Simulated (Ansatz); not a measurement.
**MgO2: further runs on the relaxed cell**

Aim: for MgO2, measure the bulk modulus from energies at several volumes.

Program: Ansatz 0.2.0. Level of theory: DFT r2SCAN, scalar-relativistic, plane waves, PAW. These are calculated values, not measurements.

1 further run of the same task is left out (set aside as unsound or not needed).

**1. The system as given**

It takes space group R-3m (No. 166, trigonal). The conventional cell has a = 3.157 Å, b = 3.157 Å, c = 10.386 Å, α = 90.00°, β = 90.00°, γ = 120.00°. Mg (site symmetry -3m) is surrounded by 6 O at 2.08 Å. O (site symmetry 3m) has 1 O at 1.47 Å and 3 Mg at 2.08 Å as nearest neighbours.

Coordinates:

```cif
data_structure
_symmetry_space_group_name_H-M 'R-3m:H'
_symmetry_Int_Tables_number 166
_cell_length_a 3.1570
_cell_length_b 3.1570
_cell_length_c 10.3858
_cell_angle_alpha 90.000
_cell_angle_beta 90.000
_cell_angle_gamma 120.000
_cell_volume 89.64
loop_
_atom_site_label
_atom_site_type_symbol
_atom_site_symmetry_multiplicity
_atom_site_Wyckoff_symbol
_atom_site_fract_x
_atom_site_fract_y
_atom_site_fract_z
_atom_site_occupancy
Mg1 Mg 3 a 0.00000 0.00000 0.00000 1
O1 O 6 c 0.66667 0.33333 0.76245 1
```

It goes back to an entry of the Materials Project, which need not be the stable form.

It is the result of an earlier relaxation at this level (volume 9.96 Å³/atom; gap on the mesh: 3.16 eV).

**2. Volume × 0.97**

File input.yaml:

```yaml
crystal:
  lattice:
    - [1.5625347502, 0.9021298586, 3.4269755135]
    - [-1.5625347502, 0.9021298586, 3.4269755135]
    - [0.0, -1.8042597173, 3.4269755135]
  atoms:
    - { symbol: Mg, position: [0.0, 0.0, 0.0] }
    - { symbol: O, position: [0.4291204726, 0.4291204726, 0.4291204726] }
    - { symbol: O, position: [0.5708795274, 0.5708795274, 0.5708795274] }
basis:
  ecutwfc: 500
kpoints:
  mp_grid: { grid: [12, 12, 12] }
hamiltonian:
  xc: r2scan
scf:
  occupations: { method: gaussian, width: 0.02 }
output:
  forces: true
  stress: true
  eigenvalues: true
relax:
  adjacent_minimum: "off"
  f_tol: 0.01
  max_steps: 30
  cell: { stress_tol: 0.1, fix: [volume] }
```

Command:

```sh
> ansatz run input.yaml --threads 1 --pin off --max-ram 2560MiB --backend cpu --events-out ev --progress --plain --runs-dir out
```

**3. The cell scaled to 1.03 of its volume**

input.yaml, as its differences from that of step 2:

```diff
@@ -2,5 +2,5 @@
   lattice:
-    - [1.5625347502, 0.9021298586, 3.4269755135]
-    - [-1.5625347502, 0.9021298586, 3.4269755135]
-    - [0.0, -1.8042597173, 3.4269755135]
+    - [1.5941096158, 0.9203596158, 3.4962259998]
+    - [-1.5941096158, 0.9203596158, 3.4962259998]
+    - [0.0, -1.8407192316, 3.4962259998]
   atoms:
@@ -21,2 +21,6 @@
   eigenvalues: true
+  write_density: true
+  write_potential: true
+  elf: true
+  volumetric_format: npy
 relax:
```

**4. The cell scaled to 0.94 of its volume**

File input.yaml:

```yaml
crystal:
  lattice:
    - [1.5432033175, 0.8909688507, 3.4047105266]
    - [-1.5432033175, 0.8909688507, 3.4047105266]
    - [0.0, -1.7819377015, 3.4047105266]
  atoms:
    - { symbol: Mg, position: [0.0, 0.0, 0.0] }
    - { symbol: O, position: [0.429111058, 0.429111058, 0.429111058] }
    - { symbol: O, position: [0.570888942, 0.570888942, 0.570888942] }
basis:
  ecutwfc: 500
kpoints:
  mp_grid: { grid: [12, 12, 12] }
hamiltonian:
  xc: r2scan
scf:
  occupations: { method: gaussian, width: 0.02 }
output:
  forces: true
  stress: true
  eigenvalues: true
relax:
  adjacent_minimum: "off"
  f_tol: 0.01
  max_steps: 30
  cell: { stress_tol: 0.1, fix: [volume] }
```

**5. Volume × 1.06**

File input.yaml:

```yaml
crystal:
  lattice:
    - [1.6127006996, 0.9310931831, 3.5155797394]
    - [-1.6127006996, 0.9310931831, 3.5155797394]
    - [0.0, -1.8621863661, 3.5155797394]
  atoms:
    - { symbol: Mg, position: [0.0, 0.0, 0.0] }
    - { symbol: O, position: [0.4291250189, 0.4291250189, 0.4291250189] }
    - { symbol: O, position: [0.5708749811, 0.5708749811, 0.5708749811] }
basis:
  ecutwfc: 500
kpoints:
  mp_grid: { grid: [12, 12, 12] }
hamiltonian:
  xc: r2scan
scf:
  occupations: { method: gaussian, width: 0.02 }
output:
  forces: true
  stress: true
  eigenvalues: true
relax:
  adjacent_minimum: "off"
  f_tol: 0.01
  max_steps: 30
  cell: { stress_tol: 0.1, fix: [volume] }
```

**6. The cell scaled to 0.91 of its volume**

File input.yaml:

```yaml
crystal:
  lattice:
    - [1.5232124559, 0.8794271214, 3.3831329407]
    - [-1.5232124559, 0.8794271214, 3.3831329407]
    - [0.0, -1.7588542429, 3.3831329407]
  atoms:
    - { symbol: Mg, position: [0.0, 0.0, 0.0] }
    - { symbol: O, position: [0.4291428786, 0.4291428786, 0.4291428786] }
    - { symbol: O, position: [0.5708571214, 0.5708571214, 0.5708571214] }
basis:
  ecutwfc: 500
kpoints:
  mp_grid: { grid: [12, 12, 12] }
hamiltonian:
  xc: r2scan
scf:
  occupations: { method: gaussian, width: 0.02 }
output:
  forces: true
  stress: true
  eigenvalues: true
relax:
  adjacent_minimum: "off"
  f_tol: 0.01
  max_steps: 30
  cell: { stress_tol: 0.1, fix: [volume] }
```

**7. The cell scaled to 1.10 of its volume**

File input.yaml:

```yaml
crystal:
  lattice:
    - [1.6356978106, 0.9443705713, 3.5463792463]
    - [-1.6356978106, 0.9443705713, 3.5463792463]
    - [0.0, -1.8887411426, 3.5463792463]
  atoms:
    - { symbol: Mg, position: [0.0, 0.0, 0.0] }
    - { symbol: O, position: [0.4291729277, 0.4291729277, 0.4291729277] }
    - { symbol: O, position: [0.5708270723, 0.5708270723, 0.5708270723] }
basis:
  ecutwfc: 500
kpoints:
  mp_grid: { grid: [12, 12, 12] }
hamiltonian:
  xc: r2scan
scf:
  occupations: { method: gaussian, width: 0.02 }
output:
  forces: true
  stress: true
  eigenvalues: true
relax:
  adjacent_minimum: "off"
  f_tol: 0.01
  max_steps: 30
  cell: { stress_tol: 0.1, fix: [volume] }
```

**8. Volume × 0.88**

File input.yaml:

```yaml
crystal:
  lattice:
    - [1.5026950565, 0.8675813954, 3.3615501374]
    - [-1.5026950565, 0.8675813954, 3.3615501374]
    - [0.0, -1.7351627908, 3.3615501374]
  atoms:
    - { symbol: Mg, position: [0.0, 0.0, 0.0] }
    - { symbol: O, position: [0.4292068049, 0.4292068049, 0.4292068049] }
    - { symbol: O, position: [0.5707931951, 0.5707931951, 0.5707931951] }
basis:
  ecutwfc: 500
kpoints:
  mp_grid: { grid: [12, 12, 12] }
hamiltonian:
  xc: r2scan
scf:
  occupations: { method: gaussian, width: 0.02 }
output:
  forces: true
  stress: true
  eigenvalues: true
relax:
  adjacent_minimum: "off"
  f_tol: 0.01
  max_steps: 30
  cell: { stress_tol: 0.1, fix: [volume] }
```

(Steps that only read results are left out.)

Q: Predict the outcome of this session. Wanted: equilibrium volume of the fit; bulk modulus.

**Answer**, as computed:

```
                     quantity         value
equilibrium volume of the fit  9.96 Å³/atom
                 bulk modulus       134 GPa
      its pressure derivative           4.1
```

In words: The fit puts the minimum at 9.96 Å³/atom with B = 134 GPa and B' = 4.1. The gap on the mesh goes from 3.58 eV at the smallest volume to 2.86 eV at the largest.
